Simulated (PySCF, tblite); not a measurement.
**C2H15NSSi4: geometry, infrared bands and NMR shifts**

Wanted: the infrared bands and NMR shifts of C2H15NSSi4 (`CC[Si@@H](S[SiH3])N([SiH3])[SiH3]`), by calculation.

The runs use tblite 0.8.0 and PySCF 2.14.0, with density-fitted response routines of our own; the level of theory stands in each step. All values are computed, except where a source is named. Atoms count from 0, in the outputs and in this text.

### 1 The molecule as given

23 atoms, charge 0, multiplicity 1; geometry from: force field or distance geometry start.

Bonds of the start (Å): C0–C1 1.52, C1–Si2 1.87, Si2–S3 2.16, S3–Si4 2.14, Si2–N5 1.77, N5–Si6 1.80, N5–Si7 1.79, C0–H8 1.11, C0–H9 1.11, C0–H10 1.09, C1–H11 1.11, C1–H12 1.09, Si2–H13 1.48, Si4–H14 1.46, Si4–H15 1.47, Si4–H16 1.48, Si6–H17 1.46, Si6–H18 1.47, Si6–H19 1.47, Si7–H20 1.45, Si7–H21 1.48, Si7–H22 1.47.

### 2 Geometry optimisation with GFN2-xTB

What the job is given:

```
{"job": {"kind": "relax", "xc": "GFN2-xTB", "basis": "xTB"}, "charge": 0, "multiplicity": 1}
C     -2.024600    -2.213400     0.067100
C     -1.510800    -0.810200     0.345100
Si    -0.032700    -0.563000    -0.780900
S     -0.057700     1.469800    -1.522900
Si    -1.362400     2.726800    -0.389500
N      1.446200    -0.794400     0.169700
Si     2.915700    -0.477300    -0.822800
Si     1.447600     0.419900     1.480900
H     -3.050500    -2.273800     0.498100
H     -2.070500    -2.408100    -1.025200
H     -1.371100    -2.954700     0.517400
H     -1.186400    -0.664700     1.392600
H     -2.311200    -0.112100     0.083200
H     -0.054400    -1.533800    -1.898000
H     -2.443800     1.930800     0.193700
H     -1.982800     3.712700    -1.292100
H     -0.631300     3.375400     0.724600
H      4.121600    -0.489100     0.004300
H      2.966700    -1.484100    -1.892600
H      2.864400     0.831300    -1.480900
H      2.743100     0.492900     2.135600
H      0.433800     0.068600     2.502100
H      1.146200     1.777500     1.000600
```

On the command line:

```
$ OMP_NUM_THREADS=1 python probes_run.py task.json out
```

One launch serves the whole session: the jobs run in the order shown.

**Question.** This job is followed by: GFN2-xTB harmonic vibrations, gas phase; GIAO PBE0/pcSseg-1 NMR shielding, non-relativistic, gas phase. What will the session give for the following? strongest single infrared mode (GFN2-xTB); zero-point energy (GFN2-xTB); ¹³C shifts against TMS (PBE0/pcSseg-1); ¹H shifts against TMS (PBE0/pcSseg-1, means over atoms taken as alike); ²⁹Si shifts against TMS (PBE0/pcSseg-1, means over atoms taken as alike); ³³S shifts against CS2 (PBE0/pcSseg-1); ¹⁵N shifts against NH3 (PBE0/pcSseg-1).

As calculated:

| quantity | value |
| --- | --- |
| strongest single infrared mode (GFN2-xTB) | 804 cm⁻¹, 733 km/mol |
| zero-point energy (GFN2-xTB) | 97.3 kcal/mol |
| ¹³C shifts against TMS (PBE0/pcSseg-1) | 13.5, 9.6 ppm |
| ¹H shifts against TMS (PBE0/pcSseg-1, means over atoms taken as alike) | 5.27, 4.75, 4.67, 1.56, 1.13, 0.77 ppm |
| ²⁹Si shifts against TMS (PBE0/pcSseg-1, means over atoms taken as alike) | 3.1, -50.9, -63.8 ppm |
| ³³S shifts against CS2 (PBE0/pcSseg-1) | -259 ppm |
| ¹⁵N shifts against NH3 (PBE0/pcSseg-1) | 3.3 ppm |

What this shows: Over 173 steps the energy fell by 0.915 eV; of the close pairs, N5–Si6 changed most, 1.801 to 1.751 Å. No mode is imaginary among the 63: a minimum at this level. The strongest single mode, at 804 cm⁻¹, has its largest shares on H18, H22, H19 and H17 (the list is cut at 4 atoms). Unscaled tight-binding wavenumbers are off by several per cent, some by more. Its intensities can rank the bands wrongly. At PBE0/pcSseg-1: The widest tensor belongs to S3: span 199 ppm, with a paramagnetic part of -299 ppm.
